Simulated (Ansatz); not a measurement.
# C2H6Ga (SMILES C[Ga]C) at UB2PLYP/6-31G(d) (spherical functions)

Aim: the vertical ionisation energy of C2H6Ga at UB2PLYP/6-31G* (spherical functions), from 2 runs. 

The results are computed with Ansatz 0.2.0.

70 further runs of the same task are left out: 1 that didn't finish, 69 set aside as unsound or not needed.

## Step 1: Starting point

The species is C2H6Ga (9 atoms), meant as a doublet with charge 0. As SMILES, `C[Ga]C`. Geometry: relaxed at PBE0-D4/def2-TZVP.

Bond lengths: C1–Ga2 1.998 Å, Ga2–C3 1.998 Å, C1–H4 1.095 Å, C1–H5 1.095 Å, C1–H6 1.089 Å, C3–H7 1.089 Å, C3–H8 1.095 Å, C3–H9 1.095 Å. Some angles: C1–Ga2–C3 118.1°, Ga2–C1–H4 108.6°, Ga2–C1–H5 108.9°, Ga2–C1–H6 113.3°, Ga2–C3–H7 113.3°, Ga2–C3–H8 108.8°, Ga2–C3–H9 108.7°, H4–C1–H5 107.9°, H4–C1–H6 109.0°, H5–C1–H6 109.1°.

## Step 2: A single-point energy at UB2PLYP/6-31G(d) (spherical functions)

Input file in.yaml:

```yaml
crystal:
  periodic: [false, false, false]
  atoms:
    - symbol: C
      position_ang: [-1.246620, 1.163020, 0.175280]
    - symbol: Ga
      position_ang: [0.456630, 0.385560, 0.873010]
    - symbol: C
      position_ang: [1.273950, -1.139610, -0.126050]
    - symbol: H
      position_ang: [-2.014290, 0.382510, 0.177460]
    - symbol: H
      position_ang: [-1.092470, 1.479700, -0.861100]
    - symbol: H
      position_ang: [-1.602690, 2.011340, 0.758180]
    - symbol: H
      position_ang: [2.201980, -1.496820, 0.318200]
    - symbol: H
      position_ang: [1.469380, -0.822030, -1.155250]
    - symbol: H
      position_ang: [0.554120, -1.963680, -0.159730]
basis:
  gaussian:
    orbitals: 6-31G_st_-spherical.json
magnetization:
  spin_polarized: true
  initial_magnetization: 1
hamiltonian:
  xc: {name: B2PLYP}
correlation:
  frozen_orbitals: {C: 1, Ga: 9, H: 0}
accuracy: high
output:
  orbitals: {seedname: orbitals}
```

The basis set 6-31G* is read from a file made from the Basis Set Exchange's data (not shown).

On the command line:

```sh
ansatz run in.yaml --threads 1 --pin off --max-ram 3480MiB --events-out events.jsonl --progress --plain --runs-dir runs
```

The program printed:

```text
Warning: RAYON_NUM_THREADS=1 ignored (pool sized by the plan → 1); use --threads N
Functional definition: B2PLYP
  name "B2PLYP"
  parameter a = 0.53
  parameter c = 0.27
  exchange = (1 - a)*b88_x + a*exact_x
  correlation = (1 - c)*lyp_c + c*(mp2_os + mp2_ss)
1662 factors; integrals over basis functions are off by at most 4.7e-9 eV
mean field evaluation 1: about -54518.7852 eV, gradient 3.2e1 eV
mean field evaluation 2: about -54518.8211 eV, gradient 3.2e1 eV
mean field evaluation 4: about -54523.9026 eV, gradient 2.2e0 eV
mean field evaluation 8: about -54523.9343 eV, gradient 7.7e-2 eV
mean field evaluation 16: about -54523.9344 eV, gradient 1.1e-4 eV
mean field -54523.93441916 eV, -2003.7176322539 hartree, gradient 6.3e-8 eV, S^2 0.753511; 0 other end points of the search recorded, 0 dependent functions left out
11 core orbitals not correlated: weight in the atoms' cores, before any rotation towards them, 1.000 or more for the frozen orbitals, at most 0.000 for the correlated occupied ones
reference -54523.93444430 eV, -2003.7176331779 hartree; 14, 13 occupied and 47, 48 virtual orbitals, 1662 factors
second order -16.27447634 eV of doubles, -0.00000000 eV of singles
Total energy: -54528.32855291 eV, -2003.8791136910 hartree
```

It took 13 s on 1 thread of Arm Neoverse V2, shared host; peak memory 0.34 GiB.

## Step 3: The singlet cation, same level

Input file run.yaml:

```yaml
crystal:
  periodic: [false, false, false]
  atoms:
    - {symbol: C, position_ang: [-1.246620, 1.163020, 0.175280]}
    - {symbol: Ga, position_ang: [0.456630, 0.385560, 0.873010]}
    - {symbol: C, position_ang: [1.273950, -1.139610, -0.126050]}
    - {symbol: H, position_ang: [-2.014290, 0.382510, 0.177460]}
    - {symbol: H, position_ang: [-1.092470, 1.479700, -0.861100]}
    - {symbol: H, position_ang: [-1.602690, 2.011340, 0.758180]}
    - {symbol: H, position_ang: [2.201980, -1.496820, 0.318200]}
    - {symbol: H, position_ang: [1.469380, -0.822030, -1.155250]}
    - {symbol: H, position_ang: [0.554120, -1.963680, -0.159730]}
basis:
  gaussian: {orbitals: 6-31G_st_-spherical.json}
output: {orbitals: {seedname: orbitals}}
accuracy: high
total_charge: 1
correlation: {frozen_orbitals: {C: 1, Ga: 9, H: 0}}
hamiltonian: {xc: {name: B2PLYP}}
```

The basis set 6-31G* is read from a file made from the Basis Set Exchange's data (not shown).

On the command line:

```sh
ansatz run run.yaml --threads 1 --pin off --max-ram 3480MiB --events-out events.jsonl --progress --plain --runs-dir runs
```

The program printed, cut to the lines that bear on the results:

```text
Warning: RAYON_NUM_THREADS=1 ignored (pool sized by the plan → 1); use --threads N
Functional definition: B2PLYP
  name "B2PLYP"
[...]
1662 factors; integrals over basis functions are off by at most 4.7e-9 eV
[...]
mean field -54517.13034766 eV, -2003.4675872384 hartree, gradient 3.8e-8 eV, S^2 0.000000; 0 other end points of the search recorded, 0 dependent functions left out
11 core orbitals not correlated: weight in the atoms' cores, before any rotation towards them, 1.000 or more for the frozen orbitals, at most 0.000 for the correlated occupied ones
reference -54517.13037187 eV, -2003.4675881281 hartree; 13, 13 occupied and 48, 48 virtual orbitals, 1662 factors
second order -16.30298278 eV of doubles, -0.00000000 eV of singles
Total energy: -54521.53217722 eV, -2003.6293514910 hartree
```

Run time: 9.9 s. Hardware: 1 thread of Arm Neoverse V2, shared host; peak memory 0.23 GiB.

## Step 4: Outcome

At UB2PLYP/6-31G* (spherical functions), 11 core orbitals frozen:

| quantity | value |
| --- | --- |
| doublet C2H6Ga: total energy | -2003.87911 Eh |
| doublet C2H6Ga: HOMO energy (SCF part's orbitals) (highest over α and β) | -5.66 eV |
| doublet C2H6Ga: LUMO energy (SCF part's orbitals) (lowest over α and β) | -0.65 eV |
| doublet C2H6Ga: ⟨S²⟩ | 0.754 |
| singlet cation: total energy | -2003.62935 Eh |
| singlet cation: HOMO energy (SCF part's orbitals) | -14.46 eV |
| singlet cation: LUMO energy (SCF part's orbitals) | -7.89 eV |
| singlet cation: HOMO–LUMO gap (SCF part's orbitals) | 6.56 eV |
| vertical ionisation energy (to the singlet cation) | 6.796 eV |

What this shows: Removing an electron at fixed nuclei costs 6.80 eV (656 kJ/mol). Only the singlet of the ionised species was computed; a triplet could lie lower.
